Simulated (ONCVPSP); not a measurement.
# Ir: generating and testing an ONCV potential

Task: generate the file, and judge it by its errors in other configurations, its logarithmic derivatives, its ghosts and its cutoff.

The numbers are computed with ONCVPSP 4.0.1.1 (patched build) (PBEsol, scalar-relativistic, spin-unpolarised reference atom).

## 1. The atom and the settings

Typed settings, in words:

| Property | Result |
| --- | --- |
| element | iridium (Ir, Z = 77) |
| type | optimised norm-conserving Vanderbilt (ONCV) |
| frozen core | [Xe] 4f14 |
| valence charge | 9 |
| reference configuration | 5d7 6s2 |
| partial waves | 6s: rc 2.55 bohr, ncon 4, nbas 8, qcut 3 1/bohr, 1 projector; p scattering state at 0.32 Ha: rc 2.55 bohr, ncon 5, nbas 9, qcut 3 1/bohr, 2 projectors, debl 3.7 Ha; 5d: rc 1.75 bohr, ncon 4, nbas 8, qcut 9.4 1/bohr, 1 projector |
| local potential | polynomial inside 1.45 bohr (lpopt 5, dvloc0 0 Ha) |
| core correction | Teter function, fcfact 4.25, rcfact 1.05 |

## 2. The generation run

Ir.dat

```
# ATOM AND REFERENCE CONFIGURATION
# atsym  z   nc   nv     iexc    psfile
  Ir 77.00   12    2  -116133      upf
#
#   n    l    f
    1    0    2.00
    2    0    2.00
    2    1    6.00
    3    0    2.00
    3    1    6.00
    3    2   10.00
    4    0    2.00
    4    1    6.00
    4    2   10.00
    4    3   14.00
    5    0    2.00
    5    1    6.00
    5    2    7.00
    6    0    2.00
#
# PSEUDOPOTENTIAL AND OPTIMIZATION
# lmax
    2
#
#   l,   rc,      ep,       ncon, nbas, qcut
    0    2.55    0.00    4    8    3.00
    1    2.55    0.32    5    9    3.00
    2    1.75    0.00    4    8    9.40
#
# LOCAL POTENTIAL
# lloc, lpopt,  rc(5),   dvloc0
    4    5    1.45    0.00
#
# VANDERBILT-KLEINMAN-BYLANDER PROJECTORs
# l, nproj, debl
    0    1    1.20
    1    2    3.70
    2    1    0.70
#
# MODEL CORE CHARGE
# icmod, fcfact, rcfact
    3    4.25    1.05
#
# LOG DERIVATIVE ANALYSIS
# epsh1, epsh2, depsh
   -2.00    5.00    0.02
#
# OUTPUT GRID
# rlmax, drl
    6.00    0.01
#
# TEST CONFIGURATIONS
# ncnf
    4
# nvcnf
#   n    l    f
    2
    5    2    7.00
    6    0    1.00
#
    2
    5    2    7.00
    6    0    0.00
#
    2
    5    2    6.00
    6    0    0.00
#
    2
    5    2    7.00
    6    0    1.50
#
```

Command:

```bash
$ oncvpsp.x < Ir.dat > Ir.out
```

Q: Predict the outcome of this session. Wanted: cutoffs for 1 and 0.1 mHa per electron, occupied waves; bound ghosts; GHOST(+) flags; largest test error; largest phase difference near zero energy, channels read; rms error of d²Exc/dn², without and with the model core; projector energies reset by the program.

**Answer**, as computed:

| quantity | value |
| --- | --- |
| cutoffs for 1 and 0.1 mHa per electron, occupied waves | 19 Ha and 23 Ha |
| bound ghosts | s at -136.73 eV |
| GHOST(+) flags | p at 50 eV |
| largest test error (AE − PS) | -8.4 meV, for 5d7 6s1 (2 tests unsolved) |
| largest phase difference near zero energy, channels read | 0.014 rad |
| rms error of d²Exc/dn², without and with the model core | 5.81 and 3.62 mHa |
| projector energies reset by the program | p: 0.050, 3.750 Ha |

What this shows: A bound ghost (s) makes it unfit for use: electrons can fall into a state that the atom doesn't have. The worst unpolarised test, 5d7 6s1, is off by 8.4 meV on 9.9 eV; by total energies transferability rates as good where solved. Atomic tests can pass in spite of a ghost, since they solve only for the levels asked. Of the tests 2 gave no usable energy difference, which is a warning in itself. The potential is of middling hardness: the looser tolerance needs 19 Ha. At the looser tolerance the 5d wave is the slowest; 6s needs 4 Ha. Near zero energy the phases of the channels with partial waves agree within 0.014 rad. The program also flags highly localised states, GHOST(+) (p). All of this concerns the isolated atom, not yet a solid.
